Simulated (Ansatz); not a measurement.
**Alloy of SnO2 and TiO2 (5 of 24 Sn sites exchanged), 72 atoms**

Wanted: the relaxed alloy cell and its gap (PBEsol and HSE06).

All numbers are computed with Ansatz 0.2.0 (PAW, plane waves).

## (1) The system as built

72 atoms (19 Sn, 5 Ti, 48 O); a = 9.471 Å, b = 9.471 Å, c = 9.481 Å, α = 90.00°, β = 90.00°, γ = 90.00°. All atoms were shaken off their sites by about 0.02 Å along each axis.

Steps to follow: (2) PBEsol cell relaxation at the single k point (½, ½, ½), on 7 threads of Arm Neoverse-V2; (3) HSE06 single point at the Γ point alone, on 7 threads of Arm Neoverse-V2.

## (2) PBEsol relaxation of the cell and the positions

File in.yaml:

```yaml
crystal:
  lattice:
    - [9.470592, 0.000000, 0.000000]
    - [0.000000, 9.470592, 0.000000]
    - [0.000000, 0.000000, 9.480562]
  atoms:
    - { symbol: Sn, position: [0.004241, 0.998820, 0.999441] }
    - { symbol: Sn, position: [0.999421, 0.999283, 0.335898] }
    - { symbol: Sn, position: [0.000717, 0.500690, 0.998932] }
    - { symbol: Sn, position: [0.999143, 0.500631, 0.333509] }
    - { symbol: Sn, position: [0.998499, 0.503218, 0.669985] }
    - { symbol: Sn, position: [0.501092, 0.000908, 0.000939] }
    - { symbol: Sn, position: [0.499480, 0.000113, 0.665673] }
    - { symbol: Sn, position: [0.499255, 0.497811, 0.335131] }
    - { symbol: Sn, position: [0.498801, 0.497576, 0.667723] }
    - { symbol: Sn, position: [0.247923, 0.248747, 0.167397] }
    - { symbol: Sn, position: [0.253272, 0.249694, 0.501374] }
    - { symbol: Sn, position: [0.247505, 0.249206, 0.834972] }
    - { symbol: Sn, position: [0.247945, 0.748373, 0.501120] }
    - { symbol: Sn, position: [0.250497, 0.746174, 0.834604] }
    - { symbol: Sn, position: [0.752207, 0.246010, 0.171821] }
    - { symbol: Sn, position: [0.748178, 0.251429, 0.506581] }
    - { symbol: Sn, position: [0.750593, 0.752359, 0.166559] }
    - { symbol: Sn, position: [0.747792, 0.756117, 0.497503] }
    - { symbol: Sn, position: [0.748950, 0.749498, 0.834081] }
    - { symbol: Ti, position: [0.996660, 0.998428, 0.667100] }
    - { symbol: Ti, position: [0.500424, 0.000951, 0.330815] }
    - { symbol: Ti, position: [0.502285, 0.498162, 0.002352] }
    - { symbol: Ti, position: [0.250758, 0.748744, 0.169375] }
    - { symbol: Ti, position: [0.746165, 0.255080, 0.832326] }
    - { symbol: O, position: [0.154364, 0.152134, 0.004298] }
    - { symbol: O, position: [0.150858, 0.155907, 0.334976] }
    - { symbol: O, position: [0.151999, 0.153277, 0.666251] }
    - { symbol: O, position: [0.152815, 0.651985, 0.994680] }
    - { symbol: O, position: [0.151796, 0.653857, 0.335006] }
    - { symbol: O, position: [0.150820, 0.649764, 0.666869] }
    - { symbol: O, position: [0.651929, 0.153417, 0.000753] }
    - { symbol: O, position: [0.655706, 0.152360, 0.332560] }
    - { symbol: O, position: [0.652492, 0.155415, 0.667351] }
    - { symbol: O, position: [0.652578, 0.650787, 0.998764] }
    - { symbol: O, position: [0.651054, 0.654005, 0.333305] }
    - { symbol: O, position: [0.651739, 0.656062, 0.669956] }
    - { symbol: O, position: [0.346469, 0.347689, 0.995376] }
    - { symbol: O, position: [0.348096, 0.347570, 0.333565] }
    - { symbol: O, position: [0.345332, 0.346615, 0.666563] }
    - { symbol: O, position: [0.348821, 0.846642, 0.997695] }
    - { symbol: O, position: [0.343217, 0.848302, 0.334379] }
    - { symbol: O, position: [0.350953, 0.847933, 0.666467] }
    - { symbol: O, position: [0.848568, 0.347535, 0.001041] }
    - { symbol: O, position: [0.846813, 0.346952, 0.333745] }
    - { symbol: O, position: [0.844498, 0.347828, 0.665247] }
    - { symbol: O, position: [0.843599, 0.850582, 0.999852] }
    - { symbol: O, position: [0.845268, 0.848378, 0.334417] }
    - { symbol: O, position: [0.849504, 0.847777, 0.667609] }
    - { symbol: O, position: [0.097678, 0.402882, 0.167203] }
    - { symbol: O, position: [0.096160, 0.404392, 0.501701] }
    - { symbol: O, position: [0.100446, 0.402494, 0.832010] }
    - { symbol: O, position: [0.099191, 0.903530, 0.167228] }
    - { symbol: O, position: [0.097879, 0.901783, 0.497310] }
    - { symbol: O, position: [0.099602, 0.905811, 0.835983] }
    - { symbol: O, position: [0.594110, 0.404597, 0.168768] }
    - { symbol: O, position: [0.598433, 0.403728, 0.499010] }
    - { symbol: O, position: [0.595078, 0.400754, 0.830178] }
    - { symbol: O, position: [0.597143, 0.904910, 0.168164] }
    - { symbol: O, position: [0.595101, 0.904605, 0.502670] }
    - { symbol: O, position: [0.593507, 0.906098, 0.829254] }
    - { symbol: O, position: [0.402751, 0.100093, 0.165069] }
    - { symbol: O, position: [0.398458, 0.099177, 0.500438] }
    - { symbol: O, position: [0.401622, 0.095654, 0.832510] }
    - { symbol: O, position: [0.405109, 0.595653, 0.171201] }
    - { symbol: O, position: [0.404681, 0.597309, 0.502678] }
    - { symbol: O, position: [0.403632, 0.597159, 0.832254] }
    - { symbol: O, position: [0.902370, 0.099859, 0.165478] }
    - { symbol: O, position: [0.902758, 0.098562, 0.499333] }
    - { symbol: O, position: [0.905206, 0.096273, 0.834123] }
    - { symbol: O, position: [0.905075, 0.602110, 0.166566] }
    - { symbol: O, position: [0.902654, 0.596445, 0.497293] }
    - { symbol: O, position: [0.901128, 0.597916, 0.830238] }
kpoints:
  mp_grid: { grid: [1, 1, 1], shift: [0.5, 0.5, 0.5] }
hamiltonian:
  xc: pbesol
scf:
  occupations: { method: fermi_dirac, width: 0.01 }
relax:
  f_tol: 0.03
  max_steps: 80
  escape_saddle: false
  adjacent_minimum: "off"
  cell: { fix: [alpha, beta, gamma] }
output:
  forces: true
  eigenvalues: true
  populations: true
```

The runs that follow: HSE06 single point.

Q: Predict the outcome of this session. Wanted: for each run, top filled to lowest empty.

As calculated:

```
             level                     time   k points  top filled to lowest empty (eV)
PBEsol, relaxation     57 s (7 CPU threads)  (½, ½, ½)                             2.72
             HSE06  5.3 min (7 CPU threads)          Γ                             3.57
```

```
     quantity                                                                      value
   relaxation                                           9 recorded steps, 2.90 eV gained
largest shift                                                               0.16 Å (O28)
 relaxed cell  a = 9.485 Å, b = 9.485 Å, c = 9.456 Å, α = 90.00°, β = 90.00°, γ = 90.00°
   mean bonds                                                   O–Sn 2.065, O–Ti 1.981 Å
```

Relaxation gains 2.90 eV, with shifts up to 0.16 Å (O28), while the volume changes by +0.0 %. The mean lengths of the listed bonds run from O–Ti 1.98 Å to O–Sn 2.07 Å. Rows on different k points differ by sampling as well as by level. With one k point the spacing samples only the states that fold onto it, so it can exceed the gap over the zone.
